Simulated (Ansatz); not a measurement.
# C2H5LiS: the cost of one run

All numbers below are computed with Ansatz 0.2.0 (RKS PBE/cc-pVDZ).

**1. Starting point**

Bond lengths: Li1–S2 2.158 Å, S2–C3 1.821 Å, C3–C4 1.517 Å, C3–H5 1.092 Å, C3–H6 1.092 Å, C4–H7 1.094 Å, C4–H8 1.095 Å, C4–H9 1.090 Å. Angles: Li1–S2–C3 106.0°, S2–C3–C4 113.8°, S2–C3–H5 106.4°, S2–C3–H6 106.6°, C4–C3–H5 110.3°, C4–C3–H6 110.4°, H5–C3–H6 109.0°, C3–C4–H7 110.0°, C3–C4–H8 110.0°, C3–C4–H9 110.3°, H7–C4–H8 109.2°, H7–C4–H9 108.7°, H8–C4–H9 108.7°.

Coordinates:

```xyz
9

Li   -0.0082   -0.5262   -2.5896
S     1.3018    0.6014   -1.2977
C     0.5916    0.4696    0.3742
C    -0.6766   -0.3613    0.4378
H     1.3666    0.0284    1.0050
H     0.3960    1.4896    0.7115
H    -1.4467    0.0820   -0.2008
H    -0.4729   -1.3824    0.0992
H    -1.0515   -0.4011    1.4603
```

**2. Relaxing end A**

Contents of input.yaml:

```yaml
crystal:
  periodic: [false, false, false]
  atoms:
    - { symbol: Li, position_ang: [-0.00822, -0.52615, -2.58958] }
    - { symbol: S, position_ang: [1.30177, 0.60136, -1.29772] }
    - { symbol: C, position_ang: [0.59159, 0.46957, 0.37423] }
    - { symbol: C, position_ang: [-0.67657, -0.36132, 0.43782] }
    - { symbol: H, position_ang: [1.36663, 0.02842, 1.005] }
    - { symbol: H, position_ang: [0.39595, 1.48956, 0.71151] }
    - { symbol: H, position_ang: [-1.44672, 0.08205, -0.20078] }
    - { symbol: H, position_ang: [-0.47291, -1.3824, 0.09919] }
    - { symbol: H, position_ang: [-1.05152, -0.4011, 1.46033] }
basis:
  gaussian: { orbitals: cc-pVDZ }
hamiltonian:
  xc: pbe
relax:
  f_tol: 0.015
  max_steps: 40
output:
  orbitals: {}
```

Launch:

```
$ ansatz run input.yaml --threads 1 --pin off --max-ram 2048MiB --backend cpu --events-out ev --progress --plain --runs-dir out
```

**Question.** How long does this run take on 1 thread of Intel Xeon at 2.50GHz (Skylake/Cascade Lake), shared host, and how much memory does it need?

About 46 s, with a peak of 0.14 GiB.
